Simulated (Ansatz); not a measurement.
**Alloy of GaAs and GaP (12 of 32 As sites exchanged), 64 atoms**

How does this alloy cell relax, and what gap do PBEsol and HSE06 give?

All numbers are computed with Ansatz 0.2.0 (PAW, plane waves).

### Step 1. The starting cell

64 atoms (32 Ga, 20 As, 12 P); a = 11.152 Å, b = 11.152 Å, c = 11.152 Å, α = 90.00°, β = 90.00°, γ = 90.00°. All atoms were shaken off their sites by about 0.02 Å along each axis.

Plan of the steps: (2) PBEsol cell relaxation at the single k point (¼, ¼, ¼), on 1 × NVIDIA H100 80GB HBM3 with 4 threads of AMD EPYC 7R13; (3) HSE06 single point at the Γ point alone, on 1 × NVIDIA H100 80GB HBM3 with 4 threads of AMD EPYC 7R13.

### Step 2. Relaxing cell and atoms with PBEsol

Contents of in.yaml:

```yaml
crystal:
  lattice:
    - [11.151651, 0.000000, 0.000000]
    - [0.000000, 11.151651, 0.000000]
    - [0.000000, 0.000000, 11.151651]
  atoms:
    - { symbol: Ga, position: [0.997300, 0.999850, 0.999960] }
    - { symbol: Ga, position: [0.003418, 0.001285, 0.502339] }
    - { symbol: Ga, position: [0.999461, 0.500253, 0.003060] }
    - { symbol: Ga, position: [0.999288, 0.498353, 0.501348] }
    - { symbol: Ga, position: [0.500764, 0.003812, 0.001281] }
    - { symbol: Ga, position: [0.499450, 0.001249, 0.500480] }
    - { symbol: Ga, position: [0.500922, 0.499382, 0.999975] }
    - { symbol: Ga, position: [0.498084, 0.500072, 0.498291] }
    - { symbol: Ga, position: [0.251374, 0.247321, 0.000883] }
    - { symbol: Ga, position: [0.250578, 0.247995, 0.498439] }
    - { symbol: Ga, position: [0.250384, 0.750161, 0.999508] }
    - { symbol: Ga, position: [0.250779, 0.748347, 0.499447] }
    - { symbol: Ga, position: [0.746473, 0.249323, 0.998655] }
    - { symbol: Ga, position: [0.747733, 0.246117, 0.499331] }
    - { symbol: Ga, position: [0.749192, 0.751812, 0.002050] }
    - { symbol: Ga, position: [0.753657, 0.749955, 0.496685] }
    - { symbol: Ga, position: [0.251803, 0.001095, 0.247687] }
    - { symbol: Ga, position: [0.248658, 0.001244, 0.753131] }
    - { symbol: Ga, position: [0.252400, 0.498788, 0.251472] }
    - { symbol: Ga, position: [0.249783, 0.500618, 0.749764] }
    - { symbol: Ga, position: [0.753936, 0.999257, 0.249268] }
    - { symbol: Ga, position: [0.752560, 0.000011, 0.747718] }
    - { symbol: Ga, position: [0.751281, 0.499925, 0.251042] }
    - { symbol: Ga, position: [0.748963, 0.496011, 0.750449] }
    - { symbol: Ga, position: [0.999535, 0.250165, 0.248991] }
    - { symbol: Ga, position: [0.998200, 0.251473, 0.751239] }
    - { symbol: Ga, position: [0.001657, 0.747562, 0.251541] }
    - { symbol: Ga, position: [0.000913, 0.750235, 0.750118] }
    - { symbol: Ga, position: [0.498297, 0.252393, 0.250948] }
    - { symbol: Ga, position: [0.500390, 0.251346, 0.745908] }
    - { symbol: Ga, position: [0.500371, 0.751545, 0.246343] }
    - { symbol: Ga, position: [0.499444, 0.748684, 0.752702] }
    - { symbol: As, position: [0.125935, 0.124597, 0.125481] }
    - { symbol: As, position: [0.123248, 0.126584, 0.624691] }
    - { symbol: As, position: [0.128787, 0.626168, 0.625058] }
    - { symbol: As, position: [0.622086, 0.127699, 0.125119] }
    - { symbol: As, position: [0.620708, 0.124739, 0.627410] }
    - { symbol: As, position: [0.624483, 0.624483, 0.126859] }
    - { symbol: As, position: [0.379020, 0.878239, 0.125310] }
    - { symbol: As, position: [0.373509, 0.874225, 0.626108] }
    - { symbol: As, position: [0.875928, 0.377074, 0.123953] }
    - { symbol: As, position: [0.876737, 0.377563, 0.629550] }
    - { symbol: As, position: [0.876818, 0.875349, 0.623112] }
    - { symbol: As, position: [0.375223, 0.124650, 0.375816] }
    - { symbol: As, position: [0.374225, 0.624421, 0.874405] }
    - { symbol: As, position: [0.874841, 0.130041, 0.374011] }
    - { symbol: As, position: [0.877827, 0.125943, 0.876305] }
    - { symbol: As, position: [0.873646, 0.622501, 0.375541] }
    - { symbol: As, position: [0.875218, 0.622435, 0.874915] }
    - { symbol: As, position: [0.128427, 0.874788, 0.378337] }
    - { symbol: As, position: [0.126067, 0.875031, 0.876884] }
    - { symbol: As, position: [0.622084, 0.378165, 0.373350] }
    - { symbol: P, position: [0.127957, 0.625399, 0.123849] }
    - { symbol: P, position: [0.621765, 0.624750, 0.626872] }
    - { symbol: P, position: [0.373011, 0.374594, 0.125603] }
    - { symbol: P, position: [0.374247, 0.373965, 0.624239] }
    - { symbol: P, position: [0.875026, 0.875918, 0.126522] }
    - { symbol: P, position: [0.376779, 0.124792, 0.875708] }
    - { symbol: P, position: [0.374540, 0.623838, 0.372219] }
    - { symbol: P, position: [0.126884, 0.375160, 0.374513] }
    - { symbol: P, position: [0.122301, 0.374177, 0.874987] }
    - { symbol: P, position: [0.623053, 0.375060, 0.873174] }
    - { symbol: P, position: [0.626300, 0.872636, 0.375784] }
    - { symbol: P, position: [0.626113, 0.877767, 0.875323] }
  symmetry: { detect: false }
kpoints:
  mp_grid: { grid: [1, 1, 1], shift: [0.25, 0.25, 0.25] }
hamiltonian:
  xc: pbesol
scf:
  occupations: { method: fermi_dirac, width: 0.01 }
relax:
  f_tol: 0.03
  max_steps: 80
  escape_saddle: false
  adjacent_minimum: "off"
  cell: { fix: [shape] }
output:
  forces: true
  eigenvalues: true
  populations: true
```

Command:

```console
> ansatz run in.yaml --threads 4 --pin off --max-ram 42750MiB --runs-dir r --events-out ev --progress --plain --backend cuda --devices 0, --max-vram 37GiB
```

Output:

```text
Pseudopotentials: kind: paw
Functional definition: PBEsol
  exchange = pbesol_x
  correlation = pbesol_c
Crystal: 64 atoms, lattice volume = 1386.812 Å³
Basis set: ecut = 420 eV, 27201 PW (Γ), exchange–correlation on 150×150×150 points (8 copies of the dense FFT grid, shifted against one another)
Bands: 466, of which v1, the nominal top of the filled ones, is band 388 counted from 1 (387 counted from 0)
Symmetry: 1 space group operations
k-points: 1
Non-local potential: Ga, projectors of the file, l = 0: 2, l = 1: 2, l = 2: 3, l = 3: 1
Non-local potential: As, projectors of the file, l = 0: 2, l = 1: 2, l = 2: 3, l = 3: 1
Non-local potential: P, projectors of the file, l = 0: 2, l = 1: 2, l = 2: 2
PAW form: soft (Blöchl's): semilocal exchange-correlation on the pseudo side does not see the compensation charge
PAW frozen core: Ga, regenerated for the run's functional, and the local potential with it (the file was generated under x = pbe(κ = 0.804, μ = 0.2195149727645171), c = pbe(β = 0.06672455060314922))
PAW frozen core: As, regenerated for the run's functional, and the local potential with it (the file was generated under x = pbe(κ = 0.804, μ = 0.2195149727645171), c = pbe(β = 0.06672455060314922))
PAW frozen core: P, regenerated for the run's functional, and the local potential with it (the file was generated under x = pbe(κ = 0.804, μ = 0.2195149727645171), c = pbe(β = 0.06672455060314922))
PAW one-centre angular grid: Ga, 590 points (default); XC on 64 Gauss nodes
PAW one-centre angular grid: As, 590 points (default); XC on 64 Gauss nodes
PAW one-centre angular grid: P, 110 points (default); XC on 64 Gauss nodes
Initial density: superposition of atomic densities (neutral atoms: chi_scale 0, normalization atom), corrected by the library's trained network
Initial wavefunctions: pseudopotential atomic-orbital guess
Functional: x = pbesol(κ = 0.804, μ = 0.12345679012345678), c = pbesol(β = 0.046)
SCF iter   1: F=—  HF=-224944.459484 eV  |F-HF|=—  |Δ(HF+E_count)|=         —  Δρ=4.56e-3  dr2=3.99e-1  ethr=1.77e-3  ⟨swp⟩=6.0  Hψ=1723  notcnv=0  defer=21
preconditioner: auto → Resta (q_TF=auto, 2.477 Å⁻¹)  ε∞=3.9  [insulator: Δε(μ)=1.478 eV  Ē_g=14.130 eV  σ=0.010 eV  W_gap=1.00  n_scr=364 (ndim 8)  ℏωp=23.9 eV  f_vac=0.053  D(μ)=0.00/eV (n_scr^D=0)  ε∞_Penn≈3.9]
SCF iter   2: F=—  HF=-224944.310240 eV  |F-HF|=—  |Δ(HF+E_count)|=   1.49e-1  Δρ=2.24e-3  dr2=9.06e-2  ethr=5.14e-5  ⟨swp⟩=2.0  Hψ=609  notcnv=0  defer=73
SCF iter   3: F=—  HF=-224944.297321 eV  |F-HF|=—  |Δ(HF+E_count)|=   1.29e-2  Δρ=6.04e-4  dr2=7.60e-3  ethr=1.17e-5  ⟨swp⟩=3.0  Hψ=530  notcnv=0  defer=73
SCF iter   4: F=—  HF=-224944.299739 eV  |F-HF|=—  |Δ(HF+E_count)|=   2.42e-3  Δρ=2.45e-4  dr2=1.21e-3  ethr=9.79e-7  ⟨swp⟩=2.0  Hψ=786  notcnv=0  defer=73
SCF iter   5: F=—  HF=-224944.297723 eV  |F-HF|=—  |Δ(HF+E_count)|=   2.02e-3  Δρ=1.27e-4  dr2=1.99e-4  ethr=1.56e-7  ⟨swp⟩=2.0  Hψ=781  notcnv=0  defer=73
SCF iter   6: F=—  HF=-224944.297925 eV  |F-HF|=—  |Δ(HF+E_count)|=   2.01e-4  Δρ=3.46e-5  dr2=1.81e-5  ethr=2.57e-8  ⟨swp⟩=2.0  Hψ=681  notcnv=0  defer=73
SCF iter   7: F=—  HF=-224944.299602 eV  |F-HF|=—  |Δ(HF+E_count)|=   1.68e-3  Δρ=1.15e-5  dr2=1.67e-6  ethr=2.34e-9  ⟨swp⟩=2.0  Hψ=781  notcnv=0  defer=73
SCF iter   8: F=—  HF=-224944.299603 eV  |F-HF|=—  |Δ(HF+E_count)|=   1.37e-6  Δρ=3.09e-6  dr2=1.18e-7  ethr=2.15e-10  ⟨swp⟩=3.0  Hψ=841  notcnv=0  defer=73
SCF iter   9: F=-224944.299604 eV  HF=-224944.299604 eV  |F-HF|=2.82e-8  |Δ(HF+E_count)|=   2.10e-7  Δρ=1.49e-6  dr2=2.26e-8  ethr=1.29e-11  ⟨swp⟩=12.0  Hψ=2722  notcnv=0
SCF 1 converged in 9 iterations: F = -224944.299604 eV  dr2 = 2.26e-8
relax step   1: F+E_penalty+E_count = -224944.29960353 eV  Δ(F+E_penalty+E_count) = +0.000e0 eV  max|allowed force component| = 1.146e0 eV/Å  Δτ_max = 0.0000 Å  P = +0.203 GPa  Ω = 1386.812 Å³  fix = [alpha, beta, gamma, b/a, c/a]  reactions: b/a +0.016, c/a -0.010 GPa; alpha +0.783, beta +0.988, gamma +0.900 GPa/rad  (9 SCF iters, dr2 threshold 1.00e-7 eV, accepted)
[... 13 lines left out ...]
relax step   2: F+E_penalty+E_count = -224945.34343936 eV  Δ(F+E_penalty+E_count) = -1.044e0 eV  max|allowed force component| = 2.384e-1 eV/Å  Δτ_max = 0.1030 Å  P = -0.046 GPa  Ω = 1386.788 Å³  energy of the carried Pulay correction = +4.930e-6 eV  fix = [alpha, beta, gamma, b/a, c/a]  reactions: b/a +0.004, c/a -0.004 GPa; alpha +0.770, beta +0.826, gamma +0.807 GPa/rad  (7 SCF iters, dr2 thresh [...]
[... 6 lines left out ...]
relax step   3: F+E_penalty+E_count = -224945.39538690 eV  Δ(F+E_penalty+E_count) = -5.195e-2 eV  max|allowed force component| = 3.186e-2 eV/Å  Δτ_max = 0.0363 Å  P = -0.006 GPa  Ω = 1385.897 Å³  energy of the carried Pulay correction = +1.870e-4 eV  fix = [alpha, beta, gamma, b/a, c/a]  reactions: b/a +0.003, c/a -0.005 GPa; alpha +0.771, beta +0.776, gamma +0.770 GPa/rad  (5 SCF iters, dr2 thres [...]
[... 10 lines left out ...]
relax step   4: F+E_penalty+E_count = -224945.39628162 eV  Δ(F+E_penalty+E_count) = -8.947e-4 eV  max|allowed force component| = 1.031e-2 eV/Å  Δτ_max = 0.0067 Å  P = -0.001 GPa  Ω = 1385.810 Å³  energy of the carried Pulay correction = +2.048e-4 eV  fix = [alpha, beta, gamma, b/a, c/a]  reactions: b/a +0.003, c/a -0.005 GPa; alpha +0.766, beta +0.771, gamma +0.770 GPa/rad  (6 SCF iters, dr2 thres [...]
[... 8 lines left out ...]
relax step   5: F+E_penalty+E_count = -224945.39550973 eV  Δ(F+E_penalty+E_count) = +7.719e-4 eV  max|allowed force component| = 1.032e-2 eV/Å  Δτ_max = 0.0000 Å  P = +0.000 GPa  Ω = 1385.810 Å³  fix = [alpha, beta, gamma, b/a, c/a]  reactions: b/a +0.003, c/a -0.005 GPa; alpha +0.766, beta +0.771, gamma +0.770 GPa/rad  stress off target by 1.62e-4 GPa on what of the cell is left free  SCF on the [...]
SCF converged after 4 iterations
Free energy (F): -224945.395510 eV
Harris-Foulkes:  -224945.395510 eV  (|F-HF|=4.66e-10)
Internal energy: -224945.395510 eV  (E = F + TS)
E sigma→0 (E₀):  -224945.395510 eV
Fermi energy:    8.250352 eV
--- Per-component energies (eV) ---
  E_band       = -7061.353498
  E_kinetic    = 6622.054269
  E_local      = -108891.181259  (includes V_loc(G=0)·N_el)
  E_nonlocal   = 675.036543
  E_hartree    = 53674.730786
  E_xc         = -4501.154042
  E_vxc        = -4177.222317  (∫ρ·V_xc dr)
  E_paw        = -104899.396186  (= ΣΔE_a)
  E_vpaw       = -8639.495853  (= ΣTr[D̂ρ^β])
  E_aug_tail   = -0.003797  (compensation charges beyond the density's cutoff)
  E_ewald      = -67672.978841
  E_core_change = 47.497017  (= ΣΔE_core)
  E_smearing   = -0.000000  (= −TS)
  E_closure    = 0.000000  (closes the sum)
  Σ components = -224945.395510   (vs F -224945.395510, Δ=0.00e0)
--- Forces (eV/Å), atoms counted from 1 ---
  atom   1  Ga    -0.00271759    -0.00025748     0.00136668
  atom   2  Ga    -0.00136471    -0.00067237    -0.00254865
  atom   3  Ga     0.00168616    -0.00345980     0.00222214
  atom   4  Ga     0.00226364    -0.00061681    -0.00244194
  atom   5  Ga    -0.00293904    -0.00068641     0.00144246
  atom   6  Ga     0.00038471    -0.00219520    -0.00201367
  atom   7  Ga    -0.00211832    -0.00277305    -0.00188215
  atom   8  Ga    -0.00062675    -0.00124741    -0.00190088
  atom   9  Ga     0.00069178    -0.00125069     0.00381291
  atom  10  Ga    -0.00215815     0.00183595    -0.00175882
  atom  11  Ga    -0.00070600    -0.00088499     0.00255574
  atom  12  Ga     0.00227493    -0.00200818    -0.00053099
  atom  13  Ga    -0.00046997    -0.00089046    -0.00016833
  atom  14  Ga     0.00036170     0.00037403     0.00036378
  atom  15  Ga     0.00170465    -0.00060432     0.00495699
  atom  16  Ga    -0.00119459     0.00092224     0.00118322
  atom  17  Ga    -0.00035388    -0.00030714    -0.00060957
  atom  18  Ga     0.00071563     0.00137919     0.00070659
  atom  19  Ga    -0.00147118     0.00274693    -0.00475217
  atom  20  Ga     0.00056053    -0.00616740     0.00196630
  atom  21  Ga    -0.00168378     0.00175756     0.00185685
  atom  22  Ga    -0.00523803    -0.00341163     0.00267614
  atom  23  Ga    -0.00063984     0.00181148    -0.00085893
  atom  24  Ga    -0.00065352     0.00099522    -0.00100501
  atom  25  Ga     0.00189250     0.00027033    -0.00080416
  atom  26  Ga     0.00106138    -0.00032028    -0.00108373
  atom  27  Ga    -0.00219445    -0.00051057    -0.00093142
  atom  28  Ga    -0.00143693    -0.00248294     0.00275857
  atom  29  Ga    -0.00191893     0.00119035    -0.00248673
  atom  30  Ga    -0.00217423    -0.00366877     0.00457579
  atom  31  Ga    -0.00151156    -0.00013321     0.00242820
  atom  32  Ga     0.00152574    -0.00067421    -0.00352492
  atom  33  As     0.00029927    -0.00030338     0.00135421
  atom  34  As    -0.00156343     0.00040711     0.00082966
  atom  35  As    -0.00448018     0.00102040    -0.00141079
  atom  36  As     0.00064685     0.00075052    -0.00025758
  atom  37  As    -0.00119060    -0.00128153     0.00227219
  atom  38  As     0.00301255    -0.00299961     0.00002130
  atom  39  As     0.00128830     0.00081897     0.00128908
  atom  40  As     0.00157406     0.00225474     0.00019488
  atom  41  As     0.00165834    -0.00032996     0.00199716
  atom  42  As    -0.00126055     0.00147706     0.00140048
  atom  43  As     0.00154402     0.00131735    -0.00075908
  atom  44  As    -0.00138757    -0.00183499     0.00120631
  atom  45  As    -0.00111687     0.00205689     0.00021833
  atom  46  As    -0.00055037    -0.00288853     0.00384354
  atom  47  As     0.00286874    -0.00071007     0.00000389
  atom  48  As     0.00034391    -0.00088980    -0.00309774
  atom  49  As     0.00045948     0.00376588    -0.00198184
  atom  50  As    -0.00166551    -0.00010128     0.00021376
  atom  51  As     0.00231661     0.00158883    -0.00258671
  atom  52  As    -0.00108918    -0.00235003     0.00349343
  atom  53  P      0.00248203     0.00049972    -0.00153028
  atom  54  P     -0.00390310     0.00337141     0.00171986
  atom  55  P      0.00523038     0.00120340    -0.00030231
  atom  56  P     -0.00537000     0.00650113     0.00283242
  atom  57  P      0.00572490    -0.00315013    -0.00748096
  atom  58  P      0.00733628     0.00279466    -0.00408299
  atom  59  P      0.00079283    -0.00028419     0.00177870
  atom  60  P     -0.00315836    -0.00469422     0.00710340
  atom  61  P     -0.00100657     0.00675081    -0.00673656
  atom  62  P      0.00134139     0.00095865     0.00254001
  atom  63  P      0.00006522     0.00053459     0.00066278
  atom  64  P      0.00720480     0.00568495    -0.01031884
  max |Σ_I F_I| component: 6.76e-7 eV/Å
--- Stress (GPa, compression-positive) ---
        0.001702      -0.770235      -0.770620
       -0.770235       0.003200      -0.765775
       -0.770620      -0.765775      -0.004416
  P = ⅓ Tr σ = 0.0002 GPa (0.002 kbar)
--- Band table (eV) ---
  k-point 0: bands = [... 376 lower levels ..., "6.5184", "6.5436", "6.5767", "6.5928", "6.6225", "6.7370", "6.7612", "6.9706", "7.0255", "7.0586", "7.5009", "7.5138", "8.9844", "9.3211", "9.3467", "9.3987", "9.5334", "9.7331", "9.7768", "9.8042", "9.8787", "9.9076", "9.9490", "10.0878", ... 66 higher levels ...]
--- Relaxed structure (4 steps of the walk, 4 accepted, 1 SCFs on fresh bases) ---
  F+E_penalty+E_count = -224945.39550973 eV   max|allowed force component| = 1.032e-2 eV/Å   (the final SCF, on the basis selected at the relaxed cell)
  cell:  # Å, volume = 1385.8098 Å³
    - [11.148964658777864, 6.162325108480077e-143, 7.969444265874254e-143]
    - [6.162325108480077e-143, 11.148964658777864, -9.29827431361802e-143]
    - [7.969444265874254e-143, -9.29827431361802e-143, 11.148964658777864]
  atoms:
    - { symbol: Ga, position: [0.9958694073666431, 0.9982724646983343, 1.0048027849315768] }
    - { symbol: Ga, position: [0.000604917755619457, -3.167658570743351e-5, 0.5011674296159375] }
[... 62 atoms left out; the next input holds them all, rounded ...]
--- Löwdin populations: 64 sites ---
  site symbol       q [e]
     0     Ga     12.9646
     1     Ga     12.9581
     2     Ga     12.9659
     3     Ga     12.9668
     4     Ga     12.9639
     5     Ga     12.9660
     6     Ga     12.9701
     7     Ga     12.9678
     8     Ga     12.9677
     9     Ga     12.9664
    10     Ga     12.9664
    11     Ga     12.9638
    12     Ga     12.9645
    13     Ga     12.9624
    14     Ga     12.9681
    15     Ga     12.9649
    16     Ga     12.9690
    17     Ga     12.9610
    18     Ga     12.9635
    19     Ga     12.9722
    20     Ga     12.9591
    21     Ga     12.9685
    22     Ga     12.9702
    23     Ga     12.9604
    24     Ga     12.9630
    25     Ga     12.9642
    26     Ga     12.9635
    27     Ga     12.9615
    28     Ga     12.9652
    29     Ga     12.9677
    30     Ga     12.9678
    31     Ga     12.9685
    32     As     15.0024
    33     As     15.0012
    34     As     15.0013
    35     As     15.0019
    36     As     15.0018
    37     As     15.0040
    38     As     15.0025
    39     As     15.0025
    40     As     15.0029
    41     As     15.0009
    42     As     15.0013
    43     As     15.0014
    44     As     15.0040
    45     As     15.0013
    46     As     15.0013
    47     As     15.0003
    48     As     15.0033
    49     As     15.0018
    50     As     15.0007
    51     As     15.0029
    52      P      4.9725
    53      P      4.9732
    54      P      4.9748
    55      P      4.9734
    56      P      4.9701
    57      P      4.9727
    58      P      4.9754
    59      P      4.9727
    60      P      4.9723
    61      P      4.9736
    62      P      4.9712
    63      P      4.9716
  spilling = 0.001796 (of n_electrons = 776.000000)
```

It took 9 s on 1 × NVIDIA H100 80GB HBM3 with 4 threads of AMD EPYC 7R13, shared host; peak host memory 1.6 GiB.

Step by step (solves on a freshly chosen basis count as rows, and their energies jump a little):

```csv
accepted step,energy change (eV),largest force component (eV/Å),SCF cycles,pressure (GPa)
1,0.000,1.146,9,0.20
2,-1.044,0.238,7,-0.05
3,-1.096,0.032,5,-0.01
4,-1.097,0.010,6,0.00
5,-1.096,0.010,4,0.00
```

Largest shifts, less the median shift:

| atom | shift (Å) | dx | dy | dz |
| --- | --- | --- | --- | --- |
| Ga31 | 0.118 | -0.003 | -0.029 | 0.114 |
| Ga16 | 0.115 | -0.104 | -0.019 | 0.043 |
| Ga10 | 0.111 | 0.020 | 0.106 | 0.026 |
| Ga3 | 0.101 | 0.096 | 0.001 | -0.032 |
| Ga5 | 0.096 | -0.011 | -0.040 | -0.086 |
| Ga22 | 0.094 | -0.060 | -0.026 | 0.068 |
| Ga27 | 0.093 | -0.017 | 0.013 | -0.090 |
| Ga25 | 0.088 | 0.063 | 0.039 | 0.049 |

|  | before | after | change |
| --- | --- | --- | --- |
| a (Å) | 11.152 | 11.149 | -0.02 % |
| b (Å) | 11.152 | 11.149 | -0.02 % |
| c (Å) | 11.152 | 11.149 | -0.02 % |
| volume (Å³/atom) | 21.669 | 21.653 | -0.07 % |

Bond lengths by pair after relaxation (within a distance cut, which drops stretched bonds):

| pair | count | mean (Å) | spread (Å) | least | most |
| --- | --- | --- | --- | --- | --- |
| As–Ga | 80 | 2.439 | 0.009 | 2.414 | 2.464 |
| Ga–P | 48 | 2.373 | 0.008 | 2.357 | 2.395 |

At the single k point (¼, ¼, ¼) the filled levels end at 7.514 eV and the empty ones begin at 8.984 eV, a spacing of 1.47 eV.

(Part 1 of 2 ends here.)
